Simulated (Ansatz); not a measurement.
# C2H4FGeN: basis-set convergence

How large a basis does C2H4FGeN need? Two functionals are run in growing sets.

Method: one geometry, several basis sets; program: Ansatz 0.2.0, Gaussian basis.

The runs, in order: PBE0-D4/def2-SVP; ωB97M-V/def2-SVP; PBE0-D4/def2-QZVPP; ωB97M-V/def2-QZVPP; the functionals' def2-TZVPP values are taken from earlier runs.

## 1. Structure used throughout

The geometry comes from an earlier relaxation with PBE0-D4 in a triple-zeta def2 set; it is a stationary point, not always the lowest conformer.

SMILES `N#C[CH2][GeH2][F]`, 9 atoms, charge 0, spin multiplicity 1.

Atoms are counted from 1 here; the program's logs count them from 0.

Bond lengths: N1–C2 1.151 Å, C2–C3 1.442 Å, C3–Ge4 1.971 Å, C3–H6 1.092 Å, C3–H7 1.092 Å, Ge4–F5 1.741 Å, Ge4–H8 1.531 Å, Ge4–H9 1.531 Å. Angles: N1–C2–C3 177.1°, C2–C3–Ge4 110.3°, C2–C3–H6 110.5°, C2–C3–H7 110.5°, Ge4–C3–H6 108.5°, Ge4–C3–H7 108.5°, H6–C3–H7 108.5°, C3–Ge4–F5 103.7°, C3–Ge4–H8 111.7°, C3–Ge4–H9 111.8°, F5–Ge4–H8 107.1°, F5–Ge4–H9 107.1°, H8–Ge4–H9 114.6°.

## 2. PBE0-D4 in def2-SVP

Contents of in.yaml:

```yaml
crystal:
  periodic: [false, false, false]
  atoms:
    - {symbol: N, position_ang: [1.390995, -2.231531, 0.866849]}
    - {symbol: C, position_ang: [1.184368, -1.187079, 0.429794]}
    - {symbol: C, position_ang: [0.853586, 0.109033, -0.107655]}
    - {symbol: Ge, position_ang: [-1.098412, 0.378269, -0.092822]}
    - {symbol: F, position_ang: [-1.300291, 1.968326, -0.771453]}
    - {symbol: H, position_ang: [1.208092, 0.197403, -1.136651]}
    - {symbol: H, position_ang: [1.317472, 0.898622, 0.487034]}
    - {symbol: H, position_ang: [-1.813322, -0.603130, -1.025101]}
    - {symbol: H, position_ang: [-1.653986, 0.423787, 1.332904]}
basis:
  gaussian: {orbitals: def2-SVP}
hamiltonian: {xc: pbe0, dispersion: d4}
output: {orbitals: {seedname: orbitals}}
```

Command:

```bash
> ansatz run in.yaml --threads 4 --pin off --events-out ev --progress --plain --max-ram 10444MiB
```

The runs that follow: ωB97M-V in def2-SVP; PBE0-D4 in def2-QZVPP; ωB97M-V in def2-QZVPP.

Before running them: what should the planned runs give, taken together? Wanted: PBE0-D4: double and triple zeta above quadruple; ωB97M-V: double and triple zeta above quadruple.

**Answer**, as computed:

| quantity | value |
| --- | --- |
| PBE0-D4: double and triple zeta above quadruple | 16.25, 1.58 eV |
| ωB97M-V: double and triple zeta above quadruple | 16.42, 1.52 eV |

**Reading.** PBE0-D4 gains 14.67 eV from double to triple zeta, then 1.58 eV more. These are total energies; as a rule much of such shifts cancels in differences, which this series doesn't test. The LUMO of ωB97M-V is positive and keeps falling with the basis (1.84 to 1.13 eV): an unbound level that the basis holds in place.
